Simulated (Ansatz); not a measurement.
# HfGeS: the cost of one run

Method: DFT r2SCAN, scalar-relativistic, plane waves, PAW, in Ansatz 0.2.0.

1 further run of the same task is left out (set aside as unsound or not needed).

**1. Starting point**

The structure is tetragonal, space group P4/nmm (No. 129). The conventional cell has a = 3.618 Å, b = 3.618 Å, c = 7.963 Å, α = 90.00°, β = 90.00°, γ = 90.00°. Around Hf (site symmetry 4mm) lie 5 S at 2.70 to 2.76 Å and 4 Ge at 2.83 Å. Around Ge (site symmetry -4m2) lie 4 Ge at 2.56 Å and 4 Hf at 2.83 Å. S (site symmetry 4mm) has 5 Hf at 2.70 to 2.76 Å in its first shell of neighbours.

Coordinates:

```
CELL_PARAMETERS angstrom
3.61778 0.00000 0.00000
0.00000 3.61778 0.00000
0.00000 0.00000 7.96335
ATOMIC_POSITIONS crystal
Hf 0.00000 0.50000 0.27348
Hf 0.50000 0.00000 0.72652
Ge 0.00000 0.00000 0.00000
Ge 0.50000 0.50000 0.00000
S 0.00000 0.50000 0.61996
S 0.50000 0.00000 0.38004
```

It is the result of an earlier relaxation at this level (volume 17.37 Å³/atom; gap on the mesh: none (metal)).

**2. Target pressure -1 GPa**

Input file input.yaml:

```yaml
crystal:
  lattice:
    - [3.6295012965, 0.0, 0.0]
    - [0.0, 3.6295012965, 0.0]
    - [0.0, 0.0, 7.9891550707]
  atoms:
    - { symbol: Hf, position: [0.0, 0.5, 0.2734764424] }
    - { symbol: Hf, position: [0.5, 0.0, 0.7265235576] }
    - { symbol: Ge, position: [0.0, 0.0, 0.0] }
    - { symbol: Ge, position: [0.5, 0.5, 0.0] }
    - { symbol: S, position: [0.0, 0.5, 0.619962777] }
    - { symbol: S, position: [0.5, 0.0, 0.380037223] }
basis:
  ecutwfc: 500
kpoints:
  mp_grid: { grid: [10, 10, 6] }
hamiltonian:
  xc: r2scan
scf:
  occupations: { method: gaussian, width: 0.1 }
output:
  forces: true
  stress: true
  eigenvalues: true
relax:
  adjacent_minimum: "off"
  f_tol: 0.008
  max_steps: 50
  cell: { stress_tol: 0.08, p_target: -1.0 }
```

Launch:

```console
> ansatz run input.yaml --threads 1 --pin off --max-ram 2560MiB --backend cpu --events-out ev --progress --plain --runs-dir out
```

Q: Estimate wall time and peak memory on 1 thread of Arm Neoverse V2, shared host.

About 5.9 min, with a peak of 0.86 GiB.
